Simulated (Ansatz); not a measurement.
# Be2H3: the cost of one run

Program: Ansatz 0.2.0. Level of theory: DFT PBE, scalar-relativistic, plane waves, PAW. These are calculated values, not measurements.

### 1 The system as given

It takes space group P1 (No. 1, triclinic). The conventional cell has a = 3.057 Å, b = 3.858 Å, c = 4.031 Å, α = 65.41°, β = 88.30°, γ = 80.72°. Be (site symmetry 1) has 1 H at 1.63 Å as nearest neighbours. Be (site symmetry 1) is surrounded by 2 H at 1.10 to 1.45 Å. Around H (site symmetry 1) lie 1 H at 1.08 Å. H (site symmetry 1) is surrounded by 1 Be at 1.45 Å. H (site symmetry 1) has 1 H at 1.08 Å and 1 Be at 1.10 Å as nearest neighbours.

Structure file:

```cif
data_structure
_symmetry_space_group_name_H-M 'P1'
_symmetry_Int_Tables_number 1
_cell_length_a 3.0567
_cell_length_b 3.8581
_cell_length_c 4.0314
_cell_angle_alpha 65.405
_cell_angle_beta 88.296
_cell_angle_gamma 80.722
_cell_volume 42.63
loop_
_atom_site_label
_atom_site_type_symbol
_atom_site_symmetry_multiplicity
_atom_site_Wyckoff_symbol
_atom_site_fract_x
_atom_site_fract_y
_atom_site_fract_z
_atom_site_occupancy
Be1 Be 1 a 0.01865 0.23383 0.94555 1
Be2 Be 1 a 0.69167 0.83436 0.29349 1
H1 H 1 a 0.01087 0.47228 0.19969 1
H2 H 1 a 0.87213 0.86808 0.60559 1
H3 H 1 a 0.67370 0.60115 0.20732 1
```

This is candidate A: random cell without symmetry.

### 2 Rough relaxation on the coarse mesh (candidate A)

Input file input.yaml:

```yaml
crystal:
  lattice:
    - [3.8581161018, 0.0, 0.0]
    - [-1.677879527, 3.665684965, 0.0]
    - [0.4928192243, 0.1256330925, 3.0141429017]
  atoms:
    - { symbol: Be, position: [0.7661659809, 0.9455530606, 0.9813481228] }
    - { symbol: Be, position: [0.1656403372, 0.2934923056, 0.3083331757] }
    - { symbol: H, position: [0.5277211575, 0.1996912362, 0.9891285091] }
    - { symbol: H, position: [0.1319193852, 0.6055857083, 0.1278701738] }
    - { symbol: H, position: [0.3988504462, 0.2073204709, 0.3262994925] }
basis:
  ecutwfc: 420
kpoints:
  mp_grid: { grid: [6, 6, 6] }
hamiltonian:
  xc: pbe
scf:
  occupations: { method: gaussian, width: 0.1 }
  lower_state_search: "off"
output:
  forces: true
  stress: true
  eigenvalues: true
relax:
  adjacent_minimum: "off"
  f_tol: 0.04
  max_steps: 70
  cell: { stress_tol: 0.4 }
```

On the command line:

```bash
ansatz run input.yaml --threads 1 --pin off --max-ram 2560MiB --backend cpu --events-out ev --progress --plain --runs-dir out
```

Q: Estimate wall time and peak memory on 1 thread of Intel Xeon 6975P-C (Granite Rapids), shared host.

About 73 s, with a peak of 0.43 GiB.
